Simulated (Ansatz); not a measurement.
# TaRh3: the cost of one run

Program: Ansatz 0.2.0. Level of theory: reference: DFT r2SCAN, plane waves, PAW, scalar-relativistic, no spin polarisation. These are calculated values, not measurements.

### 1 The starting structure

It takes space group Pm-3m (No. 221, cubic). Conventional cell: a = 3.828 Å, b = 3.828 Å, c = 3.828 Å, α = 90.00°, β = 90.00°, γ = 90.00°. Around Rh (site symmetry 4/mmm) lie 8 Rh at 2.71 Å and 4 Ta at 2.71 Å. Around Ta (site symmetry m-3m) lie 12 Rh at 2.71 Å.

As a file:

```
CELL_PARAMETERS angstrom
3.82838 0.00000 0.00000
0.00000 3.82838 0.00000
0.00000 0.00000 3.82838
ATOMIC_POSITIONS crystal
Rh 0.00000 0.50000 0.50000
Rh 0.50000 0.00000 0.50000
Rh 0.50000 0.50000 0.00000
Ta 0.00000 0.00000 0.00000
```

### 2 Reference

input.yaml

```yaml
crystal:
  lattice:
    - [3.828379, 0.0, 0.0]
    - [0.0, 3.828379, 0.0]
    - [0.0, 0.0, 3.828379]
  atoms:
    - { symbol: Rh, position: [0.0, 0.5, 0.5] }
    - { symbol: Rh, position: [0.5, 0.0, 0.5] }
    - { symbol: Rh, position: [0.5, 0.5, 0.0] }
    - { symbol: Ta, position: [0.0, 0.0, 0.0] }
  symmetry: { tolerance: 0.0003 }
kpoints:
  mp_grid: { grid: [5, 5, 5], shift: [0, 0, 0] }
magnetization:
  spin_polarized: false
scf:
  occupations: { method: fermi_dirac }
hamiltonian:
  pseudopotentials: { kind: paw }
  xc: r2scan
basis:
  ecutwfc: 500
output:
  forces: true
  stress: true
  eigenvalues: true
  write_density: true
  write_potential: true
  elf: true
  volumetric_format: npy
```

The run is started by

```console
$ ansatz run input.yaml --threads 1 --pin off --max-ram 2560MiB --backend cpu --events-out ev --progress --plain --runs-dir out
```

**Question.** How long does this run take on 1 thread of an x86-64 CPU, shared host, and how much memory does it need?

About 2.4 s, with a peak of 0.46 GiB.
